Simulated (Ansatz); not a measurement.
# NbP: the cost of one run

Program: Ansatz 0.2.0. Level of theory: DFT PBE, scalar-relativistic, plane waves, PAW. These are calculated values, not measurements.

## 1. The starting structure

Symmetry: I4_1md, No. 109, tetragonal system. Conventional cell: a = 3.347 Å, b = 3.347 Å, c = 11.430 Å, α = 90.00°, β = 90.00°, γ = 90.00°. Nb (site symmetry 2mm) has 6 P at 2.54 to 2.55 Å as nearest neighbours. P (site symmetry 2mm) has 6 Nb at 2.54 to 2.55 Å as nearest neighbours.

As a file:

```cif
data_structure
_symmetry_space_group_name_H-M 'I4_1md'
_symmetry_Int_Tables_number 109
_cell_length_a 3.3468
_cell_length_b 3.3468
_cell_length_c 11.4299
_cell_angle_alpha 90.000
_cell_angle_beta 90.000
_cell_angle_gamma 90.000
_cell_volume 128.03
loop_
_atom_site_label
_atom_site_type_symbol
_atom_site_symmetry_multiplicity
_atom_site_Wyckoff_symbol
_atom_site_fract_x
_atom_site_fract_y
_atom_site_fract_z
_atom_site_occupancy
Nb1 Nb 4 a 0.50000 0.50000 0.00003 1
P1 P 4 a 0.00000 0.00000 0.08259 1
```

An earlier run at PBE left this cell at 16.004 Å³/atom and -0.01 GPa (16×16×16 mesh).

## 2. Field gradients and densities at the nuclei

Input file input.yaml:

```yaml
crystal:
  lattice:
    - [-1.6734142346, 1.6734142346, 5.7149273867]
    - [1.6734142346, -1.6734142346, 5.7149273867]
    - [1.6734142346, 1.6734142346, -5.7149273867]
  atoms:
    - { symbol: Nb, position: [0.750033938, 0.750033938, 0.0] }
    - { symbol: Nb, position: [0.500033938, 1.000033938, 0.5] }
    - { symbol: P, position: [0.332594637, 0.332594637, 0.0] }
    - { symbol: P, position: [0.082594637, 0.582594637, 0.5] }
basis:
  ecutwfc: 420
  ecutrho_ratio: 4
kpoints:
  mp_grid: { grid: [16, 16, 16] }
hamiltonian:
  xc: pbe
scf:
  occupations: { method: gaussian, width: 0.05 }
output:
  forces: true
  stress: true
  eigenvalues: true
  efg: { contact_densities: true, quadrupole_moments_barn: { Nb: -0.32 } }
```

Command:

```
$ ansatz run input.yaml --threads 2 --pin off --max-ram 5120MiB --backend cpu --events-out ev --progress --plain --runs-dir out
```

What time and memory should one allow on 2 threads of Intel Xeon Platinum 8259CL at 2.50GHz (Skylake/Cascade Lake), shared host?

About 19 s, with a peak of 0.79 GiB.
